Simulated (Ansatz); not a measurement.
This script drives Ansatz's Python interface.

The script, `paw_lapw_ni.py`:
```python
'''PAW against all-electron LAPW for Ni.'''

import ansatz
import numpy as np


def count_gap(report):
    # lowest empty less highest filled band, counting bands; zero where they overlap
    return max(report.get('gap_by_band_count_ev') or 0.0, 0.0)

lattice = ansatz.Lattice.of(
    (-1.38371547, 1.38371547, 1.38371547),
    (1.38371547, -1.38371547, 1.38371547),
    (1.38371547, 1.38371547, -1.38371547),
)
sites = [
    ('Ni', (0.0, 0.0, 0.0)),
]
xtal = ansatz.Crystal(lattice=lattice)
for symbol, position in sites:
    xtal = xtal.atom(symbol, position)
xtal = xtal.moments(Ni=1.5)

calc = (
    xtal.calculation()
    .kpoints(14)
    .functional('pbesol')
    .occupations('fermi_dirac', width=0.15)
    .spin('collinear')
    .stress()
    .forces()
    .band_table()
)
variants = {
    'PAW': calc.pseudopotentials('paw'),
    'LAPW': calc.pseudopotentials('all_electron', lapw=True),
}
# totals differ by the cores that each treatment holds, so compare what does not depend on them
rows = []
for label, variant in variants.items():
    summary = variant.run(threads=1, backend='cpu').report
    levels = np.array(summary['eigenvalues_ev'][0]) - summary['fermi_energy_ev']
    print(label, 'levels at the first k-point near E_F:', np.round(levels[np.abs(levels) < 5], 3))
    rows.append((label, summary['n_electrons'], np.trace(summary['stress_gpa']) / 3, count_gap(summary), summary['magnetization_mub']))
lines = [','.join(['treatment', 'electrons in bands', 'P GPa', 'gap by band count eV', 'moment muB'])] + [','.join(f'{v:.4f}' if isinstance(v, float) else str(v) for v in row) for row in rows]
print('\n'.join(lines))
with open('paw_lapw.csv', 'w') as handle:
    handle.write('\n'.join(lines) + '\n')
```

It is started by `python paw_lapw_ni.py`. Estimate its wall time and peak memory on 1 thread of Intel(R) Xeon(R) Processor @ 2.30GHz (shared host).

It took about 22 s, with a peak of 0.62 GiB, for 2 runs of the engine.

Output of `python paw_lapw_ni.py`:
```text
DeckWarning: basis.ecutwfc = 420 eV, auto-derived from the records' recommended cutoffs: set by Ni (normal level)
PAW levels at the first k-point near E_F: [-2.307 -2.307 -2.307 -0.889 -0.889]
LAPW levels at the first k-point near E_F: [-2.307 -2.307 -2.307 -0.888 -0.888]
treatment,electrons in bands,P GPa,gap by band count eV,moment muB
PAW,18.0000,-2.2220,0.0000,0.4072
LAPW,18.0000,-2.2209,0.0000,0.4087
```
(Warnings from the package without file and line.)

PAW gives -2.222 GPa and LAPW -2.221 GPa, 0.001 GPa apart. They took 3.3 and 17.3 s of processor time.

Reading the output:
- The magnetic order follows from the starting moments and needn't be the lowest.
- For a metal this k-point mesh is coarse: on a finer one energies can move by several to tens of meV an atom and pressures by half a GPa or more, differences at one mesh by less.
- A Fermi-Dirac width this large means warm electrons, whose thermal share enters the free energy.
- A gap by band count of zero or less means overlapping bands, a metal.
- This isn't the structure that Ni takes at ambient conditions.
- Gaps and levels are Kohn-Sham values on a finite set of k-points.
- Pressure is positive in compression; the treatments may keep other shells as core, so totals and counts of electrons can differ.
